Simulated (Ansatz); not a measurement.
# SiH3O4 (SMILES [O][Si](O)(O)O): UHF/STO-3G

What is the vertical ionisation energy of SiH3O4 at UHF/STO-3G? 

The results are computed with Ansatz 0.2.0.

60 further runs of the same task are left out: 4 that didn't finish, 56 set aside as unsound or not needed. Runs told in other sessions of the task aren't counted.

**1. The system as given**

SiH3O4 has 8 atoms, charge 0, and is taken as a doublet. As SMILES, `[O][Si](O)(O)O`. The shape is that of a PBE0-D4/def2-TZVP optimisation. This is one conformer, not always the lowest.

Bond lengths: O1–Si2 1.656 Å, Si2–O3 1.631 Å, Si2–O4 1.622 Å, Si2–O5 1.624 Å, O3–H6 0.959 Å, O4–H7 0.959 Å, O5–H8 0.958 Å. Angles: O1–Si2–O3 102.2°, O1–Si2–O4 107.0°, O1–Si2–O5 116.5°, O3–Si2–O4 116.6°, O3–Si2–O5 108.2°, O4–Si2–O5 106.6°, Si2–O3–H6 117.6°, Si2–O4–H7 116.9°, Si2–O5–H8 118.2°.

**2. A single-point energy at UHF/STO-3G**

The input, input.yaml:

```yaml
crystal:
  periodic: [false, false, false]
  atoms:
    - symbol: O
      position_ang: [-1.417600, 0.247800, 1.193000]
    - symbol: Si
      position_ang: [-0.195800, 0.058700, 0.091000]
    - symbol: O
      position_ang: [1.117100, -0.067300, 1.049800]
    - symbol: O
      position_ang: [-0.249900, 1.339100, -0.902700]
    - symbol: O
      position_ang: [-0.266300, -1.263500, -0.849700]
    - symbol: H
      position_ang: [1.271400, 0.633000, 1.686700]
    - symbol: H
      position_ang: [-0.094000, 1.173100, -1.833800]
    - symbol: H
      position_ang: [-0.165000, -2.120800, -0.434300]
basis:
  gaussian:
    orbitals: STO-3G
magnetization:
  spin_polarized: true
  initial_magnetization: 1
hamiltonian:
  xc: hf
accuracy: high
output: {orbitals: {seedname: orbitals}}
```

Command:

```sh
$ ansatz run input.yaml --threads 1 --pin off --max-ram 3480MiB --events-out events.jsonl --progress --plain --runs-dir runs
```

The log of the run:

```text
Warning: RAYON_NUM_THREADS=1 ignored (pool sized by the plan → 1); use --threads N
Functional definition: HF
  name "HF"
  exchange = exact_x
  correlation = 0
689 factors; integrals over basis functions are off by at most 4.4e-8 eV
mean field evaluation 1: about -15852.5637 eV, gradient 2.3e1 eV
mean field evaluation 2: about -15852.6659 eV, gradient 2.3e1 eV
mean field evaluation 4: about -15857.5942 eV, gradient 1.7e0 eV
mean field evaluation 8: about -15857.6535 eV, gradient 1.2e-1 eV
mean field evaluation 16: about -15857.6545 eV, gradient 2.4e-8 eV
mean field evaluation 32: about -15857.4543 eV, gradient 2.5e0 eV
mean field evaluation 64: about -15857.4414 eV, gradient 1.7e0 eV
mean field evaluation 96: about -15857.6545 eV, gradient 8.2e-7 eV
mean field -15857.65450251 eV, -582.7580542631 hartree, gradient 2.4e-8 eV, S^2 0.753544; 3 other end points of the search recorded, 0 dependent functions left out
reference -15857.65450251 eV, -582.7580542631 hartree; 25, 24 occupied and 7, 8 virtual orbitals, 689 factors
Total energy: -15857.65450251 eV, -582.7580542631 hartree
```

Wall time 0.7 s (1 thread of Arm Neoverse V2, shared host); peak memory 0.096 GiB.

**3. The singlet cation**

The input, run.yaml:

```yaml
crystal:
  periodic: [false, false, false]
  atoms:
    - symbol: O
      position_ang: [-1.417600, 0.247800, 1.193000]
    - symbol: Si
      position_ang: [-0.195800, 0.058700, 0.091000]
    - symbol: O
      position_ang: [1.117100, -0.067300, 1.049800]
    - symbol: O
      position_ang: [-0.249900, 1.339100, -0.902700]
    - symbol: O
      position_ang: [-0.266300, -1.263500, -0.849700]
    - symbol: H
      position_ang: [1.271400, 0.633000, 1.686700]
    - symbol: H
      position_ang: [-0.094000, 1.173100, -1.833800]
    - symbol: H
      position_ang: [-0.165000, -2.120800, -0.434300]
basis:
  gaussian:
    orbitals: STO-3G
accuracy: high
hamiltonian:
  xc: hf
total_charge: 1
output:
  orbitals: {seedname: orbitals}
```

Command:

```sh
$ ansatz run run.yaml --threads 1 --pin off --max-ram 3480MiB --events-out events.jsonl --progress --plain --runs-dir runs
```

The log of the run:

```text
Warning: RAYON_NUM_THREADS=1 ignored (pool sized by the plan → 1); use --threads N
Functional definition: HF
  name "HF"
  exchange = exact_x
  correlation = 0
689 factors; integrals over basis functions are off by at most 4.4e-8 eV
mean field evaluation 1: about -15842.0711 eV, gradient 3.6e1 eV
mean field evaluation 2: about -15842.1602 eV, gradient 3.6e1 eV
mean field evaluation 4: about -15846.7635 eV, gradient 6.8e0 eV
mean field evaluation 8: about -15847.0873 eV, gradient 2.6e-1 eV
mean field evaluation 16: about -15847.0864 eV, gradient 1.1e-5 eV
mean field evaluation 32: about -15846.8009 eV, gradient 1.9e-1 eV
mean field evaluation 64: about -15846.8042 eV, gradient 7.6e-2 eV
mean field -15847.08643204 eV, -582.3696848366 hartree, gradient 6.7e-8 eV, S^2 0.000000; 3 other end points of the search recorded, 0 dependent functions left out
reference -15847.08643204 eV, -582.3696848366 hartree; 24, 24 occupied and 8, 8 virtual orbitals, 689 factors
Total energy: -15847.08643204 eV, -582.3696848366 hartree
```

Wall time 0.44 s (1 thread of Arm Neoverse V2, shared host).

**4. Results**

Level: UHF/STO-3G.

```
                                          quantity          value
                      doublet SiH3O4: total energy  -582.75805 Eh
doublet SiH3O4: HOMO energy (highest over α and β)       -9.12 eV
 doublet SiH3O4: LUMO energy (lowest over α and β)        8.94 eV
                              doublet SiH3O4: ⟨S²⟩          0.754
                      singlet cation: total energy  -582.36968 Eh
                       singlet cation: HOMO energy      -16.49 eV
                       singlet cation: LUMO energy       -7.94 eV
                     singlet cation: HOMO–LUMO gap        8.55 eV
vertical ionisation energy (to the singlet cation)      10.568 eV
```

What this shows: The vertical ionisation energy comes to 10.57 eV (1020 kJ/mol). Only the singlet of the ionised species was computed; a triplet could lie lower. In a minimal basis such a difference can be off by several eV, whatever the method.
